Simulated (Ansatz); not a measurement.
# KCaF3: the cost of one run

Method: DFT r2SCAN, scalar-relativistic, plane waves, PAW, in Ansatz 0.2.0.

## (1) The structure to begin with

It takes space group Pm-3m (No. 221, cubic). Conventional cell: a = 4.482 Å, b = 4.482 Å, c = 4.482 Å, α = 90.00°, β = 90.00°, γ = 90.00°. K (site symmetry m-3m) is surrounded by 12 F at 3.17 Å. Ca (site symmetry m-3m) has 6 F at 2.24 Å in its first shell of neighbours. F (site symmetry 4/mmm) is surrounded by 2 Ca at 2.24 Å and 4 K at 3.17 Å.

Coordinates:

```
CELL_PARAMETERS angstrom
4.48173 0.00000 0.00000
0.00000 4.48173 0.00000
0.00000 0.00000 4.48173
ATOMIC_POSITIONS crystal
K 0.50000 0.50000 0.50000
Ca 0.00000 0.00000 0.00000
F 0.00000 0.50000 0.00000
F 0.00000 0.00000 0.50000
F 0.50000 0.00000 0.00000
```

(A quick probe on a coarse mesh, which set the mesh and smearing, is not shown.)

## (3) Relaxing cell and atoms

File input.yaml:

```yaml
crystal:
  lattice:
    - [4.481726, 0.0, 0.0]
    - [0.0, 4.481726, 0.0]
    - [0.0, 0.0, 4.481726]
  atoms:
    - { symbol: K, position: [0.5, 0.5, 0.5] }
    - { symbol: Ca, position: [0.0, 0.0, 0.0] }
    - { symbol: F, position: [0.0, 0.5, 0.0] }
    - { symbol: F, position: [0.0, 0.0, 0.5] }
    - { symbol: F, position: [0.5, 0.0, 0.0] }
basis:
  ecutwfc: 500
kpoints:
  mp_grid: { grid: [6, 6, 6] }
hamiltonian:
  xc: r2scan
scf:
  occupations: { method: gaussian, width: 0.02 }
output:
  forces: true
  stress: true
  eigenvalues: true
relax:
  adjacent_minimum: "off"
  f_tol: 0.01
  max_steps: 80
  cell: { stress_tol: 0.05 }
```

Run with:

```bash
$ ansatz run input.yaml --threads 1 --pin off --max-ram 2560MiB --backend cpu --events-out ev --progress --plain --runs-dir out
```

What time and memory should one allow on 1 thread of Arm Neoverse V1, shared host?

About 45 s, with a peak of 0.57 GiB.
